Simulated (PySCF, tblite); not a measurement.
# C6H8Se: a rotation path, then NMR shifts on frames

How do NMR shifts of C6H8Se (`C#CCCC(C)=[Se]`) change as the atoms move?

Programs: tblite 0.8.0 and PySCF 2.14.0, with density-fitted response routines of our own. Each step states its level of theory. These are calculated values for one molecule in the gas phase, unless marked as measured. Atoms count from 0, in the outputs and in this text.

## (1) The molecule as given

15 atoms, charge 0, multiplicity 1; geometry from: GFN2-xTB.

Bonds of the start (Å): C0–C1 1.20, C1–C2 1.45, C2–C3 1.55, C3–C4 1.49, C4–C5 1.48, C4–Se6 1.77, C0–H7 1.05, C2–H8 1.09, C2–H9 1.09, C3–H10 1.09, C3–H11 1.09, C5–H12 1.09, C5–H13 1.09, C5–H14 1.09.

## (2) A band between two rotamers with GFN2-xTB

What the job is given:

```
{"job": {"kind": "neb", "xc": "GFN2-xTB", "basis": "xTB", "atoms": [1, 2, 3, 4], "turn": 120}, "charge": 0, "multiplicity": 1}
C      2.185357    -1.207413    -0.621186
C      1.678956    -0.420877     0.126054
C      1.046491     0.539640     1.001954
C     -0.229881     1.145962     0.376365
C     -1.300564     0.111632     0.266441
C     -1.413918    -0.591422    -1.033925
Se    -2.324899    -0.292097     1.653638
H      2.645641    -1.901167    -1.259407
H      1.754643     1.345264     1.213104
H      0.785010     0.051689     1.945910
H     -0.563417     1.953829     1.030784
H      0.013107     1.555175    -0.606688
H     -1.656127     0.119624    -1.825846
H     -2.176556    -1.365079    -1.004566
H     -0.448257    -1.036770    -1.284543
```

Level: GFN2-xTB climbing-image nudged elastic band, gas phase.

Started as:

```console
> OMP_NUM_THREADS=1 python probes_run.py task.json out
```

This one command runs all jobs of the session in turn.

The log of the run:

```text
image   E - E0 / eV
  0      -0.0000
  1       0.0200
  2       0.0653
  3       0.1092
  4       0.1282
  5       0.1161
  6       0.0851
  7       0.0557
  8       0.0420
```

It took 2.7 s on 1 thread of Intel Xeon 6975P-C, shared host; peak memory 0.19 GiB.

The final band, with the dihedral C1–C2–C3–C4:

| image | dihedral (°) | energy (eV) | energy (kcal/mol) |
| --- | --- | --- | --- |
| 0 | 68 | 0.000 | 0.0 |
| 1 | 81 | 0.020 | 0.5 |
| 2 | 95 | 0.065 | 1.5 |
| 3 | 110 | 0.109 | 2.5 |
| 4 | 125 | 0.128 | 3.0 |
| 5 | 139 | 0.116 | 2.7 |
| 6 | 154 | 0.085 | 2.0 |
| 7 | 167 | 0.056 | 1.3 |
| 8 | 180 | 0.042 | 1.0 |

## (3) Nuclear shieldings: image 0, PBE0/pcSseg-1

What the job is given:

```
{"job": {"kind": "nmr", "xc": "PBE0", "basis": "pcSseg-1", "pop": false}, "charge": 0, "multiplicity": 1}
C      2.185400    -1.207400    -0.621200
C      1.679000    -0.420900     0.126100
C      1.046500     0.539600     1.002000
C     -0.229900     1.146000     0.376400
C     -1.300600     0.111600     0.266400
C     -1.413900    -0.591400    -1.033900
Se    -2.324900    -0.292100     1.653600
H      2.645600    -1.901200    -1.259400
H      1.754600     1.345300     1.213100
H      0.785000     0.051700     1.945900
H     -0.563400     1.953800     1.030800
H      0.013100     1.555200    -0.606700
H     -1.656100     0.119600    -1.825800
H     -2.176600    -1.365100    -1.004600
H     -0.448300    -1.036800    -1.284500
```

With the program's defaults for keys left out, this is: GIAO PBE0/pcSseg-1 NMR shielding, non-relativistic, gas phase.

The log of the run:

```text
coarse grid: 58192 points
cycle   1  E = -2634.0012321304  dE = -1.620e-01  |g| = 7.367e-01  |ddm| = 3.801e+00
cycle   2  E = -2633.9897719320  dE =  1.146e-02  |g| = 5.438e-01  |ddm| = 1.025e+00
cycle   3  E = -2634.0209013046  dE = -3.113e-02  |g| = 3.603e-01  |ddm| = 7.817e-01
cycle   4  E = -2634.0552694496  dE = -3.437e-02  |g| = 8.134e-02  |ddm| = 4.106e-01
cycle   5  E = -2634.0567609480  dE = -1.491e-03  |g| = 1.803e-02  |ddm| = 9.162e-02
cycle   6  E = -2634.0568289281  dE = -6.798e-05  |g| = 8.015e-03  |ddm| = 2.037e-02
cycle   7  E = -2634.0568435501  dE = -1.462e-05  |g| = 2.400e-03  |ddm| = 7.497e-03
cycle   8  E = -2634.0568452417  dE = -1.692e-06  |g| = 3.838e-04  |ddm| = 3.125e-03
final grid: 123304 points
cycle   9  E = -2634.0568641362  dE = -7.485e-09  |g| = 5.286e-04  |ddm| = 2.543e-03
cycle  10  E = -2634.0568639067  dE =  2.295e-07  |g| = 1.050e-03  |ddm| = 1.467e-03
cycle  11  E = -2634.0568642020  dE = -2.953e-07  |g| = 1.830e-04  |ddm| = 1.081e-03
cycle  12  E = -2634.0568642095  dE = -7.498e-09  |g| = 9.327e-06  |ddm| = 1.742e-04
cycle  13  E = -2634.0568642095  dE = -7.731e-12  |g| = 3.035e-06  |ddm| = 1.258e-05
converged SCF energy = -2634.0568642095

GIAO shielding tensors (ppm)
atom      isotropic    diamagn.    paramagn.     s11        s22        s33       span
  0 C      107.299     256.876    -149.577     36.056     40.981    244.862    208.806
  1 C       96.923     264.436    -167.513     -5.238      4.259    291.750    296.988
  2 C      157.757     247.674     -89.917    141.192    158.067    174.013     32.821
  3 C      130.200     249.111    -118.912    107.841    128.199    154.559     46.719
  4 C     -122.654     260.104    -382.758   -342.983   -172.112    147.132    490.115
  5 C      134.202     247.790    -113.588    106.681    119.739    176.186     69.504
  6 Se    -532.090    2998.244   -3530.333  -2967.155   -293.039   1663.925   4631.080
  7 H       30.019      33.793      -3.773     24.750     25.307     40.000     15.250
  8 H       28.772      27.202       1.570     23.408     28.004     34.904     11.497
  9 H       28.965      28.561       0.404     24.985     27.995     33.916      8.930
 10 H       28.143      30.787      -2.644     24.068     28.382     31.980      7.912
 11 H       28.310      31.468      -3.159     26.347     27.784     30.798      4.451
 12 H       28.499      28.952      -0.453     25.469     27.362     32.665      7.196
 13 H       27.870      29.644      -1.774     24.056     28.594     30.960      6.904
 14 H       27.432      30.471      -3.039     23.573     27.663     31.060      7.487
```

Wall time 20 s (1 thread of Intel Xeon 6975P-C, shared host); peak memory 0.78 GiB.

Shifts follow as δ = σ(reference) − σ, with reference shieldings (ppm) from runs at the same level and on the same kind of geometry: ¹H TMS 31.72, ¹³C TMS 186.9, ⁷⁷Se Me2Se 1758. The references are single molecules in the gas phase. Each atom is listed at this fixed geometry, with no averaging over motion; a spectrum would average atoms that exchange fast.

| atoms | environment | σ (ppm) | δ (ppm) |
| --- | --- | --- | --- |
| C4 | carbon double-bonded to a heavier main-group atom | -122.7 | 309.6 |
| C1 | alkyne carbon | 96.9 | 90.0 |
| C0 | terminal alkyne carbon | 107.3 | 79.6 |
| C3 | sp3 CH2 | 130.2 | 56.7 |
| C5 | methyl carbon | 134.2 | 52.7 |
| C2 | propargylic sp3 CH2 | 157.8 | 29.2 |
| H14 | hydrogen on a methyl carbon | 27.43 | 4.28 |
| H13 | hydrogen on a methyl carbon | 27.87 | 3.85 |
| H10 | hydrogen on an sp3 CH2 | 28.14 | 3.57 |
| H11 | hydrogen on an sp3 CH2 | 28.31 | 3.41 |
| H12 | hydrogen on a methyl carbon | 28.50 | 3.22 |
| H8 | hydrogen on a propargylic sp3 CH2 | 28.77 | 2.95 |
| H9 | hydrogen on a propargylic sp3 CH2 | 28.97 | 2.75 |
| H7 | hydrogen on a terminal alkyne carbon | 30.02 | 1.70 |
| Se6 | selenium bonded to C | -532 | 2290 |

## (4) Shielding tensors: image 2, PBE0/pcSseg-1

What the job is given:

```
{"job": {"kind": "nmr", "xc": "PBE0", "basis": "pcSseg-1", "pop": false}, "charge": 0, "multiplicity": 1}
C      2.575900    -0.936200    -0.689300
C      1.853000    -0.374200     0.081700
C      0.992700     0.342100     0.996300
C     -0.162500     1.076600     0.268000
C     -1.390400     0.228700     0.275100
C     -1.618400    -0.622300    -0.917200
Se    -2.463400     0.191100     1.684500
H      3.233200    -1.425600    -1.344100
H      1.597700     1.069000     1.542400
H      0.575900    -0.359100     1.725900
H     -0.361300     2.010800     0.795700
H      0.141700     1.305100    -0.755400
H     -1.722300     0.001700    -1.807300
H     -2.507900    -1.236400    -0.803000
H     -0.748400    -1.263300    -1.075400
```

Method: GIAO PBE0/pcSseg-1 NMR shielding, non-relativistic, gas phase.

The log of the run:

```text
coarse grid: 58192 points
cycle   1  E = -2633.9974993888  dE = -1.676e-01  |g| = 7.385e-01  |ddm| = 3.801e+00
cycle   2  E = -2633.9824692366  dE =  1.503e-02  |g| = 5.586e-01  |ddm| = 1.051e+00
cycle   3  E = -2634.0159818100  dE = -3.351e-02  |g| = 3.706e-01  |ddm| = 8.263e-01
cycle   4  E = -2634.0524959754  dE = -3.651e-02  |g| = 7.995e-02  |ddm| = 4.318e-01
cycle   5  E = -2634.0539403885  dE = -1.444e-03  |g| = 1.736e-02  |ddm| = 9.535e-02
cycle   6  E = -2634.0540062398  dE = -6.585e-05  |g| = 7.615e-03  |ddm| = 2.118e-02
cycle   7  E = -2634.0540189612  dE = -1.272e-05  |g| = 2.539e-03  |ddm| = 7.019e-03
cycle   8  E = -2634.0540208291  dE = -1.868e-06  |g| = 3.817e-04  |ddm| = 3.179e-03
final grid: 123304 points
cycle   9  E = -2634.0540021205  dE = -1.402e-08  |g| = 5.282e-04  |ddm| = 4.380e-03
cycle  10  E = -2634.0540018696  dE =  2.508e-07  |g| = 1.083e-03  |ddm| = 1.578e-03
cycle  11  E = -2634.0540021905  dE = -3.209e-07  |g| = 1.651e-04  |ddm| = 1.148e-03
cycle  12  E = -2634.0540021964  dE = -5.842e-09  |g| = 1.013e-05  |ddm| = 1.544e-04
cycle  13  E = -2634.0540021964  dE = -1.182e-11  |g| = 5.394e-06  |ddm| = 1.751e-05
converged SCF energy = -2634.0540021964

GIAO shielding tensors (ppm)
atom      isotropic    diamagn.    paramagn.     s11        s22        s33       span
  0 C      110.739     256.623    -145.883     39.439     44.066    248.713    209.274
  1 C       96.437     263.198    -166.761    -10.375      3.995    295.692    306.067
  2 C      158.890     247.225     -88.335    134.189    163.015    179.464     45.275
  3 C      129.622     248.606    -118.984    108.163    128.237    152.467     44.304
  4 C     -125.963     259.724    -385.687   -345.424   -179.491    147.027    492.451
  5 C      136.193     247.303    -111.110    111.318    120.047    177.213     65.894
  6 Se    -541.678    2997.856   -3539.534  -3009.796   -246.786   1631.548   4641.344
  7 H       30.123      33.746      -3.622     24.979     25.264     40.128     15.149
  8 H       28.477      27.371       1.106     22.947     28.529     33.954     11.007
  9 H       29.243      28.905       0.338     25.197     29.150     33.383      8.186
 10 H       27.937      30.997      -3.059     24.225     28.198     31.390      7.165
 11 H       28.213      31.471      -3.258     27.256     27.670     29.714      2.458
 12 H       28.424      28.701      -0.276     25.282     27.676     32.316      7.034
 13 H       27.884      29.156      -1.272     23.940     28.772     30.940      7.000
 14 H       27.902      30.034      -2.132     24.474     28.869     30.362      5.888
```

Wall time 19 s (1 thread of Intel Xeon 6975P-C, shared host); peak memory 0.84 GiB.

In short: δ C4 312.9, C1 90.5, C0 76.2, C3 57.3, H13 3.83, H14 3.82 ppm.

[end of part 1 of 2]
